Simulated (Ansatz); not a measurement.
# MgS (Niningerite): the cost of one run

Program: Ansatz 0.2.0. Level of theory: DFT, levels as named, plane waves, PAW. These are calculated values, not measurements.

## Step 1: The structure to begin with

It takes space group Fm-3m (No. 225, cubic). Conventional cell: a = 5.203 Å, b = 5.203 Å, c = 5.203 Å, α = 90.00°, β = 90.00°, γ = 90.00°. Mg (site symmetry m-3m) has 6 S at 2.60 Å as nearest neighbours. Around S (site symmetry m-3m) lie 6 Mg at 2.60 Å.

Structure file:

```cif
data_structure
_symmetry_space_group_name_H-M 'P 1'
_symmetry_Int_Tables_number 1
_cell_length_a 3.6793
_cell_length_b 3.6793
_cell_length_c 3.6793
_cell_angle_alpha 60.000
_cell_angle_beta 60.000
_cell_angle_gamma 60.000
_cell_volume 35.22
loop_
_atom_site_label
_atom_site_type_symbol
_atom_site_fract_x
_atom_site_fract_y
_atom_site_fract_z
_atom_site_occupancy
Mg1 Mg 0.00000 0.00000 0.00000 1
S1 S 0.50000 0.50000 0.50000 1
```

## Step 2: Relaxation with PBE

File input.yaml:

```yaml
crystal:
  lattice:
    - [0.0, 2.60165, 2.60165]
    - [2.60165, 0.0, 2.60165]
    - [2.60165, 2.60165, 0.0]
  atoms:
    - { symbol: Mg, position: [0.0, 0.0, 0.0] }
    - { symbol: S, position: [0.5, 0.5, 0.5] }
  symmetry: { tolerance: 0.0003 }
hamiltonian:
  xc: pbe
  pseudopotentials: { kind: paw, azcp: { folder: soft_1 } }
basis:
  ecutwfc: 420
magnetization:
  spin_polarized: false
scf:
  occupations: { method: fermi_dirac, width: 0.02 }
kpoints:
  mp_grid: { grid: [8, 8, 8], shift: [0, 0, 0] }
output:
  forces: true
  stress: true
  eigenvalues: true
relax:
  max_steps: 60
  cell: {}
```

Launch:

```
$ ansatz run input.yaml --threads 2 --pin off --max-ram 5632MiB --backend cpu --events-out ev --progress --plain --runs-dir out
```

Q: Estimate wall time and peak memory on 2 threads of Arm Neoverse N1, shared host.

About 4.8 s, with a peak of 0.27 GiB.
